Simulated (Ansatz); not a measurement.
# GeBH5: how energies converge with the basis set

The task here is to estimate one member of a computed series from the others.

Method: one geometry, several basis sets; program: Ansatz 0.2.0, Gaussian basis.

Plan: PBE0-D4/def2-SVP; ωB97M-V/def2-SVP; PBE0-D4/def2-QZVPP; ωB97M-V/def2-QZVPP; the functionals' def2-TZVPP values are taken from earlier runs.

**The geometry**

An earlier PBE0-D4 in a triple-zeta def2 set relaxation fixed the geometry.

7 atoms, charge 0, spin multiplicity 1.

Atoms are counted from 1 here; the program's logs count them from 0.

Bond lengths: B1–Ge2 2.056 Å, B1–H3 1.195 Å, B1–H4 1.194 Å, Ge2–H5 1.542 Å, Ge2–H6 1.542 Å, Ge2–H7 1.538 Å. Angles: Ge2–B1–H3 119.1°, Ge2–B1–H4 122.6°, H3–B1–H4 118.3°, B1–Ge2–H5 109.6°, B1–Ge2–H6 109.7°, B1–Ge2–H7 114.9°, H5–Ge2–H6 106.6°, H5–Ge2–H7 107.9°, H6–Ge2–H7 107.9°.

The first run:

Contents of in.yaml:

```yaml
crystal:
  periodic: [false, false, false]
  atoms:
    - {symbol: B, position_ang: [0.007514, -1.219761, 0.268141]}
    - {symbol: Ge, position_ang: [0.048913, 0.786073, -0.183426]}
    - {symbol: H, position_ang: [-1.044429, -1.784605, 0.312779]}
    - {symbol: H, position_ang: [0.997738, -1.849310, 0.488553]}
    - {symbol: H, position_ang: [-0.601107, 1.019673, -1.562171]}
    - {symbol: H, position_ang: [-0.799795, 1.566202, 0.840742]}
    - {symbol: H, position_ang: [1.452467, 1.413727, -0.210316]}
basis:
  gaussian: {orbitals: def2-SVP}
hamiltonian: {xc: pbe0, dispersion: d4}
output: {orbitals: {seedname: orbitals}}
```

Steps of the session up to this table: PBE0-D4 in def2-SVP; ωB97M-V in def2-SVP; PBE0-D4 in def2-QZVPP; ωB97M-V in def2-QZVPP.

One table of the session follows, with a row left open; its other results are not shown here.

It belongs to the step «Density functionals: the series». 

| functional | basis | HOMO (eV) | LUMO (eV) |
| --- | --- | --- | --- |
| PBE0-D4 | def2-SVP | -8.37 | -2.38 |
| PBE0-D4 | def2-TZVPP | -8.37 | -2.43 |
| PBE0-D4 | def2-QZVPP | -8.37 | -2.44 |
| ωB97M-V | def2-SVP | -10.49 | -0.31 |
| ωB97M-V | def2-TZVPP | ? | ? |
| ωB97M-V | def2-QZVPP | -10.53 | -0.51 |

Estimate the missing values for ωB97M-V, def2-TZVPP.

As computed: HOMO (eV): -10.53; LUMO (eV): -0.47.
